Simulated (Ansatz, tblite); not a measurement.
# The cluster H₇Pt₄: a ladder of methods and basis sets

How do method and basis change the picture of the cluster H₇Pt₄ (doublet)?

Computed with Ansatz 0.2.0, Gaussian basis. Level: as each input shows.

Plan: GFN1-xTB, GFN2-xTB, PBE-D4/def2-TZVP, r2SCAN-D4/def2-TZVP, B97M-V/def2-TZVP, PBE-QIDH/def2-TZVP, HF/def2-TZVP, PBE-D4/def2-SVP, PBE0-D4/def2-SVP, MP2/def2-TZVP, RPA/def2-TZVP.

1 further run of the same task is left out (set aside as unsound or not needed).

## (1) The relaxed structure

The doublet was relaxed beforehand with r2SCAN-D4/def2-SVP. At that level it is the lowest of the isomers that a small search found.

11 atoms, charge 0, spin multiplicity 2.

Bond lengths: Pt1–Pt2 2.710 Å, Pt1–Pt3 2.648 Å, Pt1–Pt4 2.805 Å, Pt1–H8 1.552 Å, Pt1–H10 1.529 Å, Pt2–Pt3 2.841 Å, Pt2–Pt4 2.601 Å, Pt2–H7 1.539 Å, Pt2–H11 1.551 Å, Pt3–Pt4 2.602 Å, Pt3–H5 1.537 Å, Pt3–H9 1.562 Å, Pt4–H6 1.545 Å. Angles: Pt2–Pt1–Pt3 64.0°, Pt2–Pt1–Pt4 56.3°, Pt2–Pt1–H8 106.4°, Pt2–Pt1–H10 103.1°, Pt3–Pt1–Pt4 56.9°, Pt3–Pt1–H8 164.7°, Pt3–Pt1–H10 125.5°, Pt4–Pt1–H8 129.3°, Pt4–Pt1–H10 71.8°, H8–Pt1–H10 67.0°, Pt1–Pt2–Pt3 56.9°, Pt1–Pt2–Pt4 63.7°, Pt1–Pt2–H7 115.7°, Pt1–Pt2–H11 166.0°, Pt3–Pt2–Pt4 56.9°, Pt3–Pt2–H7 165.7°, Pt3–Pt2–H11 109.1°, Pt4–Pt2–H7 109.3° and more.

Pt takes a core potential in the def2 sets. No spin-orbit coupling is included.

PBE0-D4/def2-TZVP was run before; its log isn't repeated, and its numbers join the tables.

## (2) GFN1-xTB

Tight binding, by tblite at 300 K electronic temperature and without a spin-polarisation term:

```python
tblite.interface.Calculator('GFN1-xTB', numbers, positions, charge=0, uhf=1).singlepoint()
```

Energy -571.5542 eV; 0.01 s.

## (3) GFN2-xTB

Tight binding, by tblite at 300 K electronic temperature and without a spin-polarisation term:

```python
tblite.interface.Calculator('GFN2-xTB', numbers, positions, charge=0, uhf=1).singlepoint()
```

Energy -594.1294 eV; 0.007 s.

## (4) PBE-D4/def2-TZVP

start.molden holds the orbitals of an earlier run on this state, given as this run's starting guess.

in.yaml reads:

```yaml
crystal:
  periodic: [false, false, false]
  atoms:
    - {symbol: Pt, position_ang: [-1.437914, 0.922402, -0.280375]}
    - {symbol: Pt, position_ang: [0.041231, -0.947785, 1.007043]}
    - {symbol: Pt, position_ang: [1.186085, 1.275726, -0.339745]}
    - {symbol: Pt, position_ang: [0.316230, -0.840608, -1.577628]}
    - {symbol: H, position_ang: [1.462994, 1.492903, 1.156034]}
    - {symbol: H, position_ang: [1.700473, -1.402401, -1.970787]}
    - {symbol: H, position_ang: [-0.702283, -2.240993, 1.385813]}
    - {symbol: H, position_ang: [-2.908826, 0.698146, 0.162535]}
    - {symbol: H, position_ang: [1.410104, 2.752969, 0.114555]}
    - {symbol: H, position_ang: [-2.244806, 0.095183, -1.282333]}
    - {symbol: H, position_ang: [1.176714, -1.805531, 1.624888]}
basis:
  gaussian: {orbitals: def2-TZVP, initial_orbitals: start.molden}
magnetization: {spin_polarized: true, initial_magnetization: 1}
hamiltonian: {xc: pbe, dispersion: d4}
scf: {omitted_lower_state_checks: [starts]}
output: {forces: true, orbitals: {seedname: orbitals}}
```

Run with:

```
> ansatz run in.yaml --threads 4 --pin off --events-out ev --progress --plain --max-ram 4787MiB
```

Further steps of the session: r2SCAN-D4/def2-TZVP; B97M-V/def2-TZVP; PBE-QIDH/def2-TZVP; HF/def2-TZVP; PBE-D4/def2-SVP; PBE0-D4/def2-SVP; MP2/def2-TZVP; RPA/def2-TZVP.

Q: Predict the results of all the runs planned. Wanted: gap in def2-TZVP, named functionals and Hartree-Fock, smallest and largest; correlation energy, MP2/def2-TZVP; binding an atom, functionals in def2-TZVP; ⟨S²⟩ in def2-TZVP, named functionals and Hartree-Fock, smallest and largest; PBE0 total energy, smallest basis above largest.

The runs gave:

| quantity | value |
| --- | --- |
| gap in def2-TZVP, named functionals and Hartree-Fock, smallest and largest | 0.86 eV (PBE-D4), 8.83 eV (HF) |
| correlation energy, MP2/def2-TZVP | -55.91 eV |
| binding an atom, functionals in def2-TZVP | 2.72 (PBE0-D4) to 2.93 eV (r2SCAN-D4) |
| ⟨S²⟩ in def2-TZVP, named functionals and Hartree-Fock, smallest and largest | 0.753, 0.848 |
| PBE0 total energy, smallest basis above largest | 1.45 eV (def2-SVP, def2-TZVP) |

**Reading.** Over the named functionals and Hartree-Fock in def2-TZVP the gap runs from 0.86 eV (PBE-D4) to 8.83 eV (HF); exact exchange widens it. Over the named functionals and Hartree-Fock in def2-TZVP spin contamination reaches 0.10 (HF), which is small.
